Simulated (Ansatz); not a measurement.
**Nb2B: a trial structure relaxed**

The task: take a trial cell of Nb2B to zero force and stress.

Method: DFT PBE, scalar-relativistic, plane waves, PAW, in Ansatz 0.2.0.

## (1) The structure to begin with

Symmetry: Fm-3m, No. 225, cubic system. Conventional cell: a = 5.448 Å, b = 5.448 Å, c = 5.448 Å, α = 90.00°, β = 90.00°, γ = 90.00°. Nb (site symmetry -43m) has 4 B at 2.36 Å as nearest neighbours. Around B (site symmetry m-3m) lie 8 Nb at 2.36 Å.

Coordinates:

```cif
data_structure
_symmetry_space_group_name_H-M 'Fm-3m'
_symmetry_Int_Tables_number 225
_cell_length_a 5.4477
_cell_length_b 5.4477
_cell_length_c 5.4477
_cell_angle_alpha 90.000
_cell_angle_beta 90.000
_cell_angle_gamma 90.000
_cell_volume 161.67
loop_
_atom_site_label
_atom_site_type_symbol
_atom_site_symmetry_multiplicity
_atom_site_Wyckoff_symbol
_atom_site_fract_x
_atom_site_fract_y
_atom_site_fract_z
_atom_site_occupancy
Nb1 Nb 8 c 0.25000 0.75000 0.75000 1
B1 B 4 a 0.00000 0.00000 0.00000 1
```

The cell is invented: species swapped into a database cell of Li2S (Fm-3m, No. 225), with Nb on the Li sites and B on the S sites. The dimensions are guesses.

## (2) A first look at the guess

File input.yaml:

```yaml
crystal:
  lattice:
    - [0.0, 2.72385341, 2.72385341]
    - [2.72385341, 0.0, 2.72385341]
    - [2.72385341, 2.72385341, 0.0]
  atoms:
    - { symbol: Nb, position: [0.25, 0.25, 0.25] }
    - { symbol: Nb, position: [0.75, 0.75, 0.75] }
    - { symbol: B, position: [0.0, 0.0, 0.0] }
basis:
  ecutwfc: 420
kpoints:
  mp_grid: { grid: [6, 6, 6] }
hamiltonian:
  xc: pbe
scf:
  occupations: { method: gaussian, width: 0.1 }
  lower_state_search: "off"
output:
  forces: true
  stress: true
  eigenvalues: true
```

Launch:

```bash
> ansatz run input.yaml --threads 1 --pin off --max-ram 2560MiB --backend cpu --events-out ev --progress --plain --runs-dir out
```

The program printed (excerpt; [...] marks lines left out):

```text
[...]
SCF converged after 6 iterations
Free energy (F): -9260.480252 eV
[...]
E sigma→0 (E₀):  -9260.471855 eV
Entropy (-TS):   -0.016795 eV (-5.598 meV/atom)
Fermi energy:    18.095281 eV
[...]
--- Forces (eV/Å), atoms counted from 1 ---
  atom   1  Nb    -0.00000000    -0.00000000    -0.00000000
  atom   2  Nb    -0.00000000    -0.00000000     0.00000000
  atom   3  B     -0.00000000    -0.00000000     0.00000000
[...]
--- Stress (GPa, compression-positive) ---
       23.212859      -0.000000      -0.000000
       -0.000000      23.212859      -0.000000
       -0.000000       0.000000      23.212859
  P = ⅓ Tr σ = 23.2129 GPa (232.129 kbar)
--- Band table (eV; the first three rows and the last of 16) ---
  k-point 0: bands = ["-36.7354", "-36.1842", "-13.1307", "-13.1307", "-13.1307", "-12.0938", "-12.0938", "-12.0938", "8.9229", "13.0475", "13.0475", "13.0475", "14.7239", "14.7239", "20.9331", "22.6337", "22.6337", "22.6337", "25.2934"]
[...]
```

Run time: 0.9 s. Hardware: 1 thread of Arm Neoverse V1, shared host; peak memory 0.26 GiB.

Read-out: pressure 23.2 GPa, largest force 0.00 eV/Å, gap on this mesh none (metal). A cheap, loose relaxation comes first.

## (3) Rough relaxation on the coarse mesh

input.yaml, as its differences from that of step 2:

```diff
@@ -22 +22,6 @@
   eigenvalues: true
+relax:
+  adjacent_minimum: "off"
+  f_tol: 0.04
+  max_steps: 70
+  cell: { stress_tol: 0.4 }
```

Launch:

```bash
> ansatz run input.yaml --threads 1 --pin off --max-ram 2560MiB --backend cpu --events-out ev --progress --plain --runs-dir out
```

The program printed:

```text
Warning: RAYON_NUM_THREADS=1 ignored (pool sized by the plan → 1); use --threads N
Engine: ansatz 0.2.0, aarch64-unknown-linux-gnu
Pseudopotentials: kind: paw
Pseudopotential: Nb, paw, valence charge 13, recommended cutoff 420 eV (normal), Nb.paw.azcp
Pseudopotential: B, paw, valence charge 3, recommended cutoff 420 eV (normal), B.paw.azcp
Functional definition: PBE
  parameter kappa = 0.804
  parameter beta = 0.06672455060314922
  exchange = pbe_x(kappa = kappa, mu = beta*pi^2/3)
  correlation = pbe_c(beta = beta)
Crystal: 3 atoms, lattice volume = 40.419 Å³
Basis set: ecut = 420 eV, 749 PW (Γ), exchange–correlation on 54×54×54 points (8 copies of the dense FFT grid, shifted against one another)
Bands: 19, of which v1, the nominal top of the filled ones, is band 15 counted from 1 (14 counted from 0)
Symmetry: 48 space group operations
Space group: Fm-3m (ITA 225), of the structure as read, at distance tolerance 3.4e-5 Å
k-points: 16 of 216
Non-local potential: Nb, projectors of the file, l = 0: 3, l = 1: 2, l = 2: 2, l = 3: 1
Non-local potential: B, projectors of the file, l = 0: 2, l = 1: 2, l = 2: 1
PAW form: soft (Blöchl's): semilocal exchange-correlation on the pseudo side does not see the compensation charge
PAW one-centre angular grid: Nb, 590 points (default); XC on 64 Gauss nodes
PAW one-centre angular grid: B, 110 points (default); XC on 64 Gauss nodes
Initial density: superposition of atomic densities (neutral atoms: chi_scale 0, normalization atom), corrected by the library's trained network
Initial wavefunctions: pseudopotential atomic-orbital guess
Functional: x = pbe(κ = 0.804, μ = 0.2195149727645171), c = pbe(β = 0.06672455060314922)
SCF iter   1: F=—  HF=-9260.481584 eV  |F-HF|=—  |Δ(HF+E_count)|=         —  Δρ=3.82e-3  dr2=6.52e-3  ethr=1.77e-3  ⟨swp⟩=5.2  Hψ=1389  notcnv=0
preconditioner: auto → Kerker (q_TF=auto, 2.581 Å⁻¹)  [metal: Δε(μ)=0.026 eV  Ē_g=5.651 eV  σ=0.100 eV  W_gap=0.14  n_scr=14 (ndim 8)  ℏωp=21.1 eV  f_vac=0.000  D(μ)=3.25/eV (n_scr^D=26)]
SCF iter   2: F=—  HF=-9260.480340 eV  |F-HF|=—  |Δ(HF+E_count)|=   1.24e-3  Δρ=2.16e-3  dr2=1.76e-3  ethr=2.25e-5  ⟨swp⟩=1.1  Hψ=433  notcnv=0
SCF iter   3: F=—  HF=-9260.480240 eV  |F-HF|=—  |Δ(HF+E_count)|=   9.99e-5  Δρ=2.81e-4  dr2=1.81e-5  ethr=6.08e-6  ⟨swp⟩=2.0  Hψ=382  notcnv=0
SCF iter   4: F=—  HF=-9260.480252 eV  |F-HF|=—  |Δ(HF+E_count)|=   1.21e-5  Δρ=6.92e-5  dr2=1.20e-6  ethr=6.22e-8  ⟨swp⟩=2.4  Hψ=403  notcnv=0
iter 5 did not close the SCF: its close was put off for the readings that it lacked (scf_convergence_deferred on its scf_iter line)
SCF iter   5: F=-9260.480252 eV  HF=-9260.480252 eV  |F-HF|=1.98e-9  |Δ(HF+E_count)|=   5.94e-7  Δρ=7.88e-6  dr2=2.07e-8  ethr=4.15e-9  ⟨swp⟩=2.1  Hψ=358  notcnv=0
SCF iter   6: F=-9260.480252 eV  HF=-9260.480252 eV  |F-HF|=3.71e-10  |Δ(HF+E_count)|=   4.71e-9  Δρ=1.67e-6  dr2=1.58e-9  ethr=7.15e-11  ⟨swp⟩=3.2  Hψ=1019  notcnv=0
SCF 1 converged in 6 iterations: F = -9260.480252 eV  dr2 = 1.58e-9
relax step   1: F+E_penalty+E_count = -9260.48025241 eV  Δ(F+E_penalty+E_count) = +0.000e0 eV  max|allowed force component| = 3.084e-17 eV/Å  Δτ_max = 0.0000 Å  P = +23.213 GPa  Ω = 40.419 Å³  (6 SCF iters, dr2 threshold 1.00e-7 eV, accepted)
Crystal: 3 atoms, lattice volume = 46.623 Å³
Basis set: ecut = 420 eV, 941 PW (Γ), exchange–correlation on 54×54×54 points (8 copies of the dense FFT grid, shifted against one another)
Initial density: handed on by an earlier stage of this run
Initial wavefunctions: those handed on with the density
iter 1 solved again at ethr=1.35e-3 eV; its pass at ethr=3.10e-3 eV (dr2=3.90e-1 eV) is discarded
SCF iter   1: F=—  HF=-9260.825301 eV  |F-HF|=—  |Δ(HF+E_count)|=         —  Δρ=2.09e-2  dr2=3.92e-1  ethr=1.35e-3  ⟨swp⟩=1.0  Hψ=1744  notcnv=0
preconditioner: auto → Kerker (q_TF=auto, 2.521 Å⁻¹)  [metal: Δε(μ)=0.062 eV  Ē_g=4.845 eV  σ=0.100 eV  W_gap=0.34  n_scr=14 (ndim 8)  ℏωp=19.6 eV  f_vac=0.000  D(μ)=3.11/eV (n_scr^D=26)]
SCF iter   2: F=—  HF=-9260.746977 eV  |F-HF|=—  |Δ(HF+E_count)|=   7.83e-2  Δρ=1.06e-2  dr2=1.00e-1  ethr=1.35e-3  ⟨swp⟩=2.0  Hψ=421  notcnv=0
preconditioner: auto → none  [insulator: Δε(μ)=0.107 eV  Ē_g=4.909 eV  σ=0.100 eV  W_gap=0.55  n_scr=14 (ndim 8)  ℏωp=19.6 eV  f_vac=0.000  D(μ)=3.13/eV (n_scr^D=26)  ε∞_Penn≈17.0]
SCF iter   3: F=—  HF=-9260.721015 eV  |F-HF|=—  |Δ(HF+E_count)|=   2.60e-2  Δρ=1.04e-3  dr2=4.45e-4  ethr=3.46e-4  ⟨swp⟩=2.0  Hψ=445  notcnv=0
SCF iter   4: F=—  HF=-9260.720862 eV  |F-HF|=—  |Δ(HF+E_count)|=   1.53e-4  Δρ=3.23e-4  dr2=3.50e-5  ethr=1.53e-6  ⟨swp⟩=2.0  Hψ=622  notcnv=0
SCF iter   5: F=—  HF=-9260.720858 eV  |F-HF|=—  |Δ(HF+E_count)|=   3.68e-6  Δρ=9.88e-5  dr2=3.49e-6  ethr=1.21e-7  ⟨swp⟩=2.4  Hψ=450  notcnv=0
SCF iter   6: F=-9260.720857 eV  HF=-9260.720857 eV  |F-HF|=7.34e-8  |Δ(HF+E_count)|=   6.28e-7  Δρ=1.97e-5  dr2=1.41e-7  ethr=1.03e-9  ⟨swp⟩=4.4  Hψ=1285  notcnv=0
SCF 2 converged in 6 iterations: F = -9260.720857 eV  dr2 = 1.41e-7
relax step   2: F+E_penalty+E_count = -9260.72085742 eV  Δ(F+E_penalty+E_count) = -2.406e-1 eV  max|allowed force component| = 2.220e-16 eV/Å  Δτ_max = 0.0000 Å  P = -7.278 GPa  Ω = 46.623 Å³  energy of the carried Pulay correction = -2.968e-3 eV  (6 SCF iters, dr2 threshold 3.00e-7 eV, accepted)
Crystal: 3 atoms, lattice volume = 44.975 Å³
Basis set: ecut = 420 eV, 893 PW (Γ), exchange–correlation on 54×54×54 points (8 copies of the dense FFT grid, shifted against one another)
iter 1 solved again at ethr=7.21e-5 eV; its pass at ethr=3.10e-3 eV (dr2=2.09e-2 eV) is discarded
SCF iter   1: F=—  HF=-9260.770827 eV  |F-HF|=—  |Δ(HF+E_count)|=         —  Δρ=4.98e-3  dr2=2.09e-2  ethr=7.21e-5  ⟨swp⟩=1.0  Hψ=1728  notcnv=0
preconditioner: auto → Kerker (q_TF=auto, 2.536 Å⁻¹)  [metal: Δε(μ)=0.035 eV  Ē_g=5.156 eV  σ=0.100 eV  W_gap=0.19  n_scr=14 (ndim 8)  ℏωp=20.0 eV  f_vac=0.000  D(μ)=3.20/eV (n_scr^D=26)]
SCF iter   2: F=—  HF=-9260.766608 eV  |F-HF|=—  |Δ(HF+E_count)|=   4.22e-3  Δρ=2.49e-3  dr2=5.10e-3  ethr=7.20e-5  ⟨swp⟩=2.0  Hψ=369  notcnv=0
SCF iter   3: F=—  HF=-9260.765321 eV  |F-HF|=—  |Δ(HF+E_count)|=   1.29e-3  Δρ=3.40e-4  dr2=6.64e-5  ethr=1.76e-5  ⟨swp⟩=2.0  Hψ=389  notcnv=0
SCF iter   4: F=—  HF=-9260.765305 eV  |F-HF|=—  |Δ(HF+E_count)|=   1.57e-5  Δρ=8.03e-5  dr2=4.32e-6  ethr=2.29e-7  ⟨swp⟩=2.5  Hψ=496  notcnv=0
iter 5 did not close the SCF: its close was put off for the readings that it lacked (scf_convergence_deferred on its scf_iter line)
SCF iter   5: F=-9260.765304 eV  HF=-9260.765304 eV  |F-HF|=6.75e-8  |Δ(HF+E_count)|=   9.39e-7  Δρ=1.94e-5  dr2=2.44e-7  ethr=1.49e-8  ⟨swp⟩=2.1  Hψ=363  notcnv=0
SCF iter   6: F=-9260.765304 eV  HF=-9260.765304 eV  |F-HF|=1.61e-9  |Δ(HF+E_count)|=   2.20e-8  Δρ=5.71e-6  dr2=1.36e-8  ethr=8.42e-10  ⟨swp⟩=2.4  Hψ=999  notcnv=0
SCF 3 converged in 6 iterations: F = -9260.765304 eV  dr2 = 1.36e-8
relax step   3: F+E_penalty+E_count = -9260.76530388 eV  Δ(F+E_penalty+E_count) = -4.445e-2 eV  max|allowed force component| = 1.295e-16 eV/Å  Δτ_max = 0.0000 Å  P = -1.040 GPa  Ω = 44.975 Å³  energy of the carried Pulay correction = -2.222e-3 eV  (6 SCF iters, dr2 threshold 3.00e-7 eV, accepted)
Crystal: 3 atoms, lattice volume = 44.712 Å³
iter 1 solved again at ethr=2.05e-6 eV; its pass at ethr=3.10e-3 eV (dr2=5.93e-4 eV) is discarded
SCF iter   1: F=—  HF=-9260.766385 eV  |F-HF|=—  |Δ(HF+E_count)|=         —  Δρ=8.30e-4  dr2=5.75e-4  ethr=2.05e-6  ⟨swp⟩=2.8  Hψ=1699  notcnv=0
preconditioner: auto → Kerker (q_TF=auto, 2.538 Å⁻¹)  [metal: Δε(μ)=0.044 eV  Ē_g=5.158 eV  σ=0.100 eV  W_gap=0.24  n_scr=14 (ndim 8)  ℏωp=20.0 eV  f_vac=0.000  D(μ)=3.31/eV (n_scr^D=26)]
SCF iter   2: F=—  HF=-9260.766269 eV  |F-HF|=—  |Δ(HF+E_count)|=   1.16e-4  Δρ=4.19e-4  dr2=1.44e-4  ethr=1.98e-6  ⟨swp⟩=2.0  Hψ=369  notcnv=0
SCF iter   3: F=—  HF=-9260.766233 eV  |F-HF|=—  |Δ(HF+E_count)|=   3.62e-5  Δρ=5.55e-5  dr2=1.81e-6  ethr=4.98e-7  ⟨swp⟩=2.0  Hψ=389  notcnv=0
iter 4 did not close the SCF: its close was put off for the readings that it lacked (scf_convergence_deferred on its scf_iter line)
SCF iter   4: F=-9260.766232 eV  HF=-9260.766232 eV  |F-HF|=4.67e-8  |Δ(HF+E_count)|=   4.43e-7  Δρ=1.37e-5  dr2=1.28e-7  ethr=6.25e-9  ⟨swp⟩=2.5  Hψ=494  notcnv=0
iter 5 did not close the SCF: its close was put off for the readings that it lacked (scf_convergence_deferred on its scf_iter line)
SCF iter   5: F=-9260.766232 eV  HF=-9260.766232 eV  |F-HF|=2.87e-9  |Δ(HF+E_count)|=   2.80e-8  Δρ=3.58e-6  dr2=8.08e-9  ethr=4.40e-10  ⟨swp⟩=2.0  Hψ=370  notcnv=0
SCF iter   6: F=-9260.766232 eV  HF=-9260.766232 eV  |F-HF|=6.00e-11  |Δ(HF+E_count)|=  8.49e-10  Δρ=9.58e-7  dr2=3.65e-10  ethr=2.79e-11  ⟨swp⟩=1.6  Hψ=836  notcnv=0
SCF 4 converged in 6 iterations: F = -9260.766232 eV  dr2 = 3.65e-10
relax step   4: F+E_penalty+E_count = -9260.76623241 eV  Δ(F+E_penalty+E_count) = -9.285e-4 eV  max|allowed force component| = 1.388e-16 eV/Å  Δτ_max = 0.0000 Å  P = +0.063 GPa  Ω = 44.712 Å³  energy of the carried Pulay correction = -2.100e-3 eV  (6 SCF iters, dr2 threshold 3.00e-7 eV, accepted)
Initial wavefunctions: pseudopotential atomic-orbital guess (no wavefunctions were taken with the density)
iter 1 solved again at ethr=9.15e-8 eV; its pass at ethr=3.10e-3 eV (dr2=2.65e-5 eV) is discarded
SCF iter   1: F=—  HF=-9260.769027 eV  |F-HF|=—  |Δ(HF+E_count)|=         —  Δρ=2.10e-4  dr2=2.25e-6  ethr=9.15e-8  ⟨swp⟩=3.2  Hψ=2173  notcnv=0
preconditioner: auto → Kerker (q_TF=auto, 2.538 Å⁻¹)  [metal: Δε(μ)=0.047 eV  Ē_g=5.154 eV  σ=0.100 eV  W_gap=0.26  n_scr=14 (ndim 8)  ℏωp=20.0 eV  f_vac=0.000  D(μ)=3.32/eV (n_scr^D=26)]
SCF iter   2: F=—  HF=-9260.769039 eV  |F-HF|=—  |Δ(HF+E_count)|=   1.23e-5  Δρ=1.12e-4  dr2=5.61e-7  ethr=7.78e-9  ⟨swp⟩=2.1  Hψ=380  notcnv=0
SCF iter   3: F=—  HF=-9260.769044 eV  |F-HF|=—  |Δ(HF+E_count)|=   4.19e-6  Δρ=8.98e-6  dr2=8.91e-9  ethr=1.93e-9  ⟨swp⟩=2.6  Hψ=512  notcnv=0
iter 4 did not close the SCF: its close was put off for the readings that it lacked (scf_convergence_deferred on its scf_iter line)
SCF iter   4: F=-9260.769044 eV  HF=-9260.769044 eV  |F-HF|=1.46e-11  |Δ(HF+E_count)|=   1.61e-8  Δρ=7.79e-7  dr2=1.66e-10  ethr=3.07e-11  ⟨swp⟩=2.0  Hψ=393  notcnv=0
iter 5 did not close the SCF: its close was put off for the readings that it lacked (scf_convergence_deferred on its scf_iter line)
SCF iter   5: F=-9260.769044 eV  HF=-9260.769044 eV  |F-HF|=3.64e-12  |Δ(HF+E_count)|=  1.09e-11  Δρ=1.00e-7  dr2=5.10e-12  ethr=1.00e-12  ⟨swp⟩=2.0  Hψ=365  notcnv=0
SCF iter   6: F=-9260.769044 eV  HF=-9260.769044 eV  |F-HF|=0.00e0  |Δ(HF+E_count)|=  1.82e-12  Δρ=2.52e-8  dr2=5.09e-13  ethr=1.00e-12  ⟨swp⟩=1.1  Hψ=674  notcnv=0
SCF 5 converged in 6 iterations: F = -9260.769044 eV  dr2 = 5.09e-13
relax step   5: F+E_penalty+E_count = -9260.76904352 eV  Δ(F+E_penalty+E_count) = -2.811e-3 eV  max|allowed force component| = 1.326e-16 eV/Å  Δτ_max = 0.0000 Å  P = +0.121 GPa  Ω = 44.712 Å³  stress off target by 1.21e-1 GPa  SCF on the basis re-selected at this cell (its energy is not comparable with the rows above)  (6 SCF iters)
basis re-selected at this cell: Δ(F+E_penalty+E_count) = -2.811e-3 eV, ΔP = +0.058 GPa vs the last step (what re-selecting the basis moved, of the pressure what is left beyond the Pulay correction that the steps carried, after the strain that the cell walked since its last selection, with what the two solves' SCF thresholds leave and, on support functions, any second-order correction that the steps lacked; it is no measure of the basis error at this ecutwfc). This SCF's stress stands 1.21e-1 GPa from its target on what of the cell is left free (relax.cell.stress_tol is 4.00e-1 GPa) and its largest allowed force component is 1.33e-16 eV/Å (relax.f_tol is 4.00e-2 eV/Å): within both
SCF converged after 6 iterations
Free energy (F): -9260.769044 eV
Harris-Foulkes:  -9260.769044 eV  (|F-HF|=0.00e0)
Internal energy: -9260.752444 eV  (E = F + TS)
E sigma→0 (E₀):  -9260.760744 eV
Entropy (-TS):   -0.016599 eV (-5.533 meV/atom)
Fermi energy:    16.095977 eV
--- Per-component energies (eV) ---
  E_band       = -163.167101
  E_kinetic    = 837.548891
  E_local      = -1584.113505  (includes V_loc(G=0)·N_el)
  E_nonlocal   = 250.802143
  E_hartree    = 507.283351
  E_xc         = -383.346560
  E_vxc        = -464.249753  (∫ρ·V_xc dr)
  E_paw        = -6225.318218  (= ΣΔE_a)
  E_vpaw       = -217.721573  (= ΣTr[D̂ρ^β])
  E_aug_tail   = 0.000010  (compensation charges beyond the density's cutoff)
  E_ewald      = -2663.608557
  E_smearing   = -0.016599  (= −TS)
  E_closure    = -0.000000  (closes the sum)
  Σ components = -9260.769044   (vs F -9260.769044, Δ=0.00e0)
--- Forces (eV/Å), atoms counted from 1 ---
  atom   1  Nb    -0.00000000     0.00000000     0.00000000
  atom   2  Nb     0.00000000    -0.00000000    -0.00000000
  atom   3  B     -0.00000000     0.00000000     0.00000000
  max |Σ_I F_I| component: 7.40e-17 eV/Å
--- Stress (GPa, compression-positive) ---
        0.121136      -0.000000      -0.000000
       -0.000000       0.121136       0.000000
       -0.000000       0.000000       0.121136
  P = ⅓ Tr σ = 0.1211 GPa (1.211 kbar)
--- Band table (eV; the first three rows and the last of 16) ---
  k-point 0: bands = ["-38.8069", "-38.4317", "-15.1125", "-15.1125", "-15.1125", "-14.3304", "-14.3304", "-14.3304", "7.2820", "11.6637", "11.6637", "11.6637", "13.1641", "13.1641", "18.7919", "20.1099", "20.1099", "20.1099", "22.3915"]
  k-point 1: bands = ["-38.7813", "-38.4563", "-15.0787", "-15.0670", "-15.0670", "-14.4047", "-14.3902", "-14.3902", "7.6746", "11.6420", "11.9688", "11.9688", "13.5240", "13.5240", "18.7919", "19.4081", "19.4081", "19.8096", "20.8541"]
  k-point 2: bands = ["-38.7116", "-38.5239", "-14.9745", "-14.9379", "-14.9379", "-14.5889", "-14.5476", "-14.5476", "8.5221", "11.8910", "12.7513", "12.7513", "14.5467", "14.5467", "17.1692", "17.9176", "17.9176", "18.6218", "18.6218"]
  k-point 15: bands = ["-38.6463", "-38.5838", "-15.3971", "-15.3110", "-15.0197", "-14.4981", "-14.2000", "-14.1513", "9.1132", "12.0563", "13.4175", "13.4364", "14.7058", "15.2858", "15.5160", "17.4183", "17.6649", "18.2910", "18.2952"]
--- Relaxed structure (4 steps of the walk, 4 accepted, 1 SCFs on fresh bases) ---
  F+E_penalty+E_count = -9260.76904352 eV   max|allowed force component| = 1.326e-16 eV/Å   (the final SCF, on the basis selected at the relaxed cell)
  cell:  # Å, volume = 44.7120 Å³
    - [5.095372032895593e-35, 2.817072785709236, 2.817072785709236]
    - [2.817072785709236, -2.140056253816148e-33, 2.817072785709236]
    - [2.817072785709236, 2.817072785709236, -1.1719355675659858e-33]
  atoms:
    - { symbol: Nb, position: [0.25, 0.25, 0.25] }
    - { symbol: Nb, position: [0.75, 0.75, 0.75] }
    - { symbol: B, position: [-5.945768400742086e-34, 8.55634301434775e-34, 3.957159928383398e-34] }
```

It took 4.8 s on 1 thread of Arm Neoverse V1, shared host; peak memory 0.28 GiB.

Step by step:

| step | energy from step 1 (eV/cell) | largest force component (eV/Å) | pressure (GPa) | volume (Å³) |
| --- | --- | --- | --- | --- |
| 1 | 0.0000 | 0.0000 | 23.21 | 40.42 |
| 2 | -0.2406 | 0.0000 | -7.28 | 46.62 |
| 3 | -0.2851 | 0.0000 | -1.04 | 44.98 |
| 4 | -0.2860 | 0.0000 | 0.06 | 44.71 |
| 5 | -0.2888 | 0.0000 | 0.12 | 44.71 |

Step 1 is the start. Step 5 repeats the geometry before it on a plane-wave basis chosen anew for that cell, so its energy need not be comparable with the rows above.

Lengths and angles in the start's conventional setting:

|  | before | after | change |
| --- | --- | --- | --- |
| a (Å) | 5.448 | 5.634 | +3.4 % |
| b (Å) | 5.448 | 5.634 | +3.4 % |
| c (Å) | 5.448 | 5.634 | +3.4 % |
| volume (Å³/atom) | 13.47 | 14.90 | +10.6 % |
| shortest distance (Å) | 2.359 | 2.440 | +3.4 % |
| space group (0.01 Å) | Fm-3m | Fm-3m | same |

The run keeps the 48 symmetry operations of the start, so it could not have lowered the symmetry.

## (4) Spin check on a coarse mesh

File input.yaml:

```yaml
crystal:
  lattice:
    - [0.0, 2.8170727857, 2.8170727857]
    - [2.8170727857, 0.0, 2.8170727857]
    - [2.8170727857, 2.8170727857, 0.0]
  atoms:
    - { symbol: Nb, position: [0.25, 0.25, 0.25], spin: 1.0 }
    - { symbol: Nb, position: [0.75, 0.75, 0.75], spin: 1.0 }
    - { symbol: B, position: [0.0, 0.0, 0.0] }
basis:
  ecutwfc: 420
kpoints:
  mp_grid: { grid: [6, 6, 6] }
hamiltonian:
  xc: pbe
scf:
  occupations: { method: gaussian, width: 0.1 }
  lower_state_search: "off"
output:
  forces: true
  stress: true
  eigenvalues: true
  populations: true
magnetization:
  spin_polarized: true
```

Launch:

```bash
> ansatz run input.yaml --threads 1 --pin off --max-ram 2560MiB --backend cpu --events-out ev --progress --plain --runs-dir out
```

The program printed (excerpt; [...] marks lines left out):

```text
[...]
SCF converged after 14 iterations
Magnetization: -0.0000 μB (14.5000 up, 14.5000 down)
Absolute magnetization: 0.0000 μB (∫|ρ↑−ρ↓|, with the PAW one-centre terms)
Spin contamination: 0.0000 ħ² per cell (⟨S²⟩ above its minimum at these occupations)
Per-site moments (μB) at R_I (Å): [(1.3749104952146415e-7, 1.0063583461494734), (1.3749104961712514e-7, 1.0063583461494734), (-8.288920575234148e-8, 1.0063583461494734)]
Free energy (F): -9260.769044 eV
[...]
E sigma→0 (E₀):  -9260.760744 eV
Entropy (-TS):   -0.016599 eV (-5.533 meV/atom)
Fermi energy:    16.095983 eV
[...]
--- Forces (eV/Å), atoms counted from 1 ---
  atom   1  Nb     0.00000000    -0.00000000    -0.00000000
  atom   2  Nb     0.00000000     0.00000000    -0.00000000
  atom   3  B     -0.00000000     0.00000000    -0.00000000
[...]
--- Stress (GPa, compression-positive) ---
        0.121171      -0.000000      -0.000000
       -0.000000       0.121171       0.000000
        0.000000       0.000000       0.121171
  P = ⅓ Tr σ = 0.1212 GPa (1.212 kbar)
--- Band table (eV; the first three rows and the last of 32) ---
  k-point 0 ↑: bands = ["-38.8069", "-38.4317", "-15.1125", "-15.1125", "-15.1125", "-14.3304", "-14.3304", "-14.3304", "7.2820", "11.6637", "11.6637", "11.6637", "13.1641", "13.1641", "18.7919", "20.1099", "20.1099", "20.1099", "22.3915", "22.3915"]
[...]
--- Löwdin populations: 3 sites ---
  site symbol       q [e]    m [muB]
     0     Nb     12.5751    -0.0000
     1     Nb     12.5751    -0.0000
     2      B      3.7612    -0.0000
  spilling = 0.003055 (of n_electrons = 29.000000)
```

Wall time 3.2 s (1 thread of Arm Neoverse V1, shared host); peak memory 0.27 GiB.

By site:

```csv
atom,Löwdin electrons
Nb1,12.57
Nb2,12.57
B3,3.76
```

The same cell is solved with trial moments on Nb. The largest site moment that stays is 0.00 μB and the cell's total 0.00 μB. The workflow keeps spin only above 0.25 μB on a site, so the next run goes without spin.

[end of part 1 of 2]
